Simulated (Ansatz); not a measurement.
Write a Python script for Ansatz 0.2.0 through its Python package that makes a single point from an input written key by key of H6NOPSi, SMILES N[SiH2]OP. Settings: Hartree-Fock, def2-SVP basis, multiplicity 1.

```yaml
atoms:
  - { symbol: N, position_ang: [-0.3054, 1.5325, 0.0643] }
  - { symbol: Si, position_ang: [0.1570, 0.2430, 0.9686] }
  - { symbol: O, position_ang: [0.9534, -0.7810, -0.0439] }
  - { symbol: P, position_ang: [0.1138, -1.6776, -0.9849] }
  - { symbol: H, position_ang: [-1.0149, 1.2411, -0.6596] }
  - { symbol: H, position_ang: [-0.8682, 2.2243, 0.6583] }
  - { symbol: H, position_ang: [1.0642, 0.7709, 2.0399] }
  - { symbol: H, position_ang: [-1.0171, -0.3401, 1.5516] }
  - { symbol: H, position_ang: [-0.0525, -0.7838, -2.0395] }
  - { symbol: H, position_ang: [1.0529, -2.4805, -1.5519] }
```

`h6nopsi.py`:
```python
import ansatz as az


def main() -> None:
    deck = {
        'crystal': {
            'periodic': [False, False, False],
            'atoms': [
                {'symbol': 'N', 'position_ang': [-0.3054, 1.5325, 0.0643]},
                {'symbol': 'Si', 'position_ang': [0.157, 0.243, 0.9686]},
                {'symbol': 'O', 'position_ang': [0.9534, -0.781, -0.0439]},
                {'symbol': 'P', 'position_ang': [0.1138, -1.6776, -0.9849]},
                {'symbol': 'H', 'position_ang': [-1.0149, 1.2411, -0.6596]},
                {'symbol': 'H', 'position_ang': [-0.8682, 2.2243, 0.6583]},
                {'symbol': 'H', 'position_ang': [1.0642, 0.7709, 2.0399]},
                {'symbol': 'H', 'position_ang': [-1.0171, -0.3401, 1.5516]},
                {'symbol': 'H', 'position_ang': [-0.0525, -0.7838, -2.0395]},
                {'symbol': 'H', 'position_ang': [1.0529, -2.4805, -1.5519]},
            ],
        },
        'basis': {'gaussian': {'orbitals': 'def2-SVP'}},
        'hamiltonian': {'xc': 'hf'},
    }
    session = az.Session.from_dict(deck)
    report = session.plan(threads=1).execute().report

    for key in ('converged', 'free_energy_ev', 'reference_energy_ev', 'n_frozen', 'n_occupied', 'n_virtual'):
        print(f'{key:22s} {report[key]}')
    symbols = ['N', 'Si', 'O', 'P', 'H', 'H', 'H', 'H', 'H', 'H']


if __name__ == '__main__':
    main()
```

```console
$ python h6nopsi.py
converged              True
free_energy_ev         -20740.688879946905
reference_energy_ev    -20740.688879946905
n_frozen               0
n_occupied             [25, 25]
n_virtual              [69, 69]
```

What to keep in mind:
- The settings weren't tested for convergence.
- The geometry is a force-field or estimated start, not a minimum of this method, and the basis set is short of its limit.
- Hardware and time: 0.9 s on 1 thread of Arm Neoverse V2, on a shared host, peak memory 0.2 GiB.

(Lines on the test bed's own set-up are left out of the output.)
